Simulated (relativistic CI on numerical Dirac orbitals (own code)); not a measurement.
# Si³⁺: one ion under different settings

Aim: see what numerical and physical settings do to the SCF, the total energy and the lowest levels of Si³⁺.

Program: relativistic CI on numerical Dirac orbitals (own code) version 3. Level of theory: Dirac-Coulomb-Breit CI, KLI orbitals optimised for each configuration, model QED (radiative potential, 1s self-energy scaled to tabulated hydrogen-like ionisation energies), numerical settings as typed. These are calculated values, not measurements, unless marked.

**1. The atom as given**

```
ion            : Si³⁺ (Si IV)
nuclear charge : 14
electrons      : 11
isotope        : A = 28
```

**2. The usual input**

Input settings:

```ini
atom Si  Z=14  charge=3  electrons=11
nucleus A=28  rms_radius_fm=3.1224
hamiltonian dirac-coulomb  breit=on  qed=on  c_scale=1
orbitals kli  potential=per-configuration
slater_scale 1
correlation none
mixing on
grid step=0.0125 r_max=25.7
scf mixing=0.4 start=green max_iterations=150 tolerance=2e-08 node_fill=0.05
configurations
  [Ne] 3s
end
```

Started as:

```bash
$ python run_levels.py task.json out
```

One command runs all members of the session, one after another, from task.json.

**3. Breit term off, nuclear radius 2.8102**

Input settings:

```ini
atom Si  Z=14  charge=3  electrons=11
nucleus A=28  rms_radius_fm=2.8102
hamiltonian dirac-coulomb  breit=off  qed=on  c_scale=1
orbitals kli  potential=per-configuration
slater_scale 1
correlation none
mixing on
grid step=0.0125 r_max=25.7
scf mixing=0.4 start=green max_iterations=150 tolerance=2e-08 node_fill=0.05
configurations
  [Ne] 3s
end
```

**4. Node fill 0.5**

Input settings:

```ini
atom Si  Z=14  charge=3  electrons=11
nucleus A=28  rms_radius_fm=3.1224
hamiltonian dirac-coulomb  breit=on  qed=on  c_scale=1
orbitals kli  potential=per-configuration
slater_scale 1
correlation none
mixing on
grid step=0.0125 r_max=25.7
scf mixing=0.4 start=green max_iterations=150 tolerance=2e-08 node_fill=0.5
configurations
  [Ne] 3s
end
```

**5. QED terms off, speed-of-light factor 10**

Input settings:

```ini
atom Si  Z=14  charge=3  electrons=11
nucleus A=28  rms_radius_fm=3.1224
hamiltonian dirac-coulomb  breit=on  qed=off  c_scale=10
orbitals kli  potential=per-configuration
slater_scale 1
correlation none
mixing on
grid step=0.0125 r_max=25.7
scf mixing=0.4 start=green max_iterations=150 tolerance=2e-08 node_fill=0.05
configurations
  [Ne] 3s
end
```

**6. Grid step 0.08**

Input settings:

```ini
atom Si  Z=14  charge=3  electrons=11
nucleus A=28  rms_radius_fm=3.1224
hamiltonian dirac-coulomb  breit=on  qed=on  c_scale=1
orbitals kli  potential=per-configuration
slater_scale 1
correlation none
mixing on
grid step=0.08 r_max=25.7
scf mixing=0.4 start=green max_iterations=59 tolerance=2e-08 node_fill=0.05
configurations
  [Ne] 3s
end
```

**7. Slater scale -1**

Input settings:

```ini
atom Si  Z=14  charge=3  electrons=11
nucleus A=28  rms_radius_fm=3.1224
hamiltonian dirac-coulomb  breit=on  qed=on  c_scale=1
orbitals kli  potential=per-configuration
slater_scale -1
correlation none
mixing on
grid step=0.0125 r_max=25.7
scf mixing=0.4 start=green max_iterations=70 tolerance=2e-08 node_fill=0.05
configurations
  [Ne] 3s
end
```

(Steps that only read results are left out.)

Before running it: what results should come out? Wanted: lowest level, usual settings; total energy.

**Answer**, as computed:

| setting | total energy less usual (Ha) | largest shift of a level among the lowest eight of both runs, same label and place (cm⁻¹) | SCF iterations | time | lowest level | kind of change |
| --- | --- | --- | --- | --- | --- | --- |
| usual | 0 | 0 | 10 | 0.037 s | 3s 2S1/2 | - |
| Breit term off, nuclear radius 2.8102 | -0.0546 | - | 10 | 0.037 s | 3s 2S1/2 | unphysical constant |
| node fill 0.5 | 0.00412 | - | 10 | 0.037 s | 3s 2S1/2 | numerical |
| QED terms off, speed-of-light factor 10 | 0.529 | - | 10 | 0.015 s | 3s 2S1/2 | unphysical constant |
| grid step 0.08 | 0.000236 | - | 10 | 0.012 s | 3s 2S1/2 | unsound |
| Slater scale -1 | 0 | - | 10 | 0.038 s | 3s 2S1/2 | extreme, harmless here |

```
                    quantity         value
lowest level, usual settings      3s 2S1/2
                total energy  -287.3524 Ha
```

**Reading.** No visible change in the result comes from «Slater scale -1». Only the listed configurations are in the model. In a near-neutral ion this small CI can misplace whole configurations by 10,000 cm⁻¹ or more.
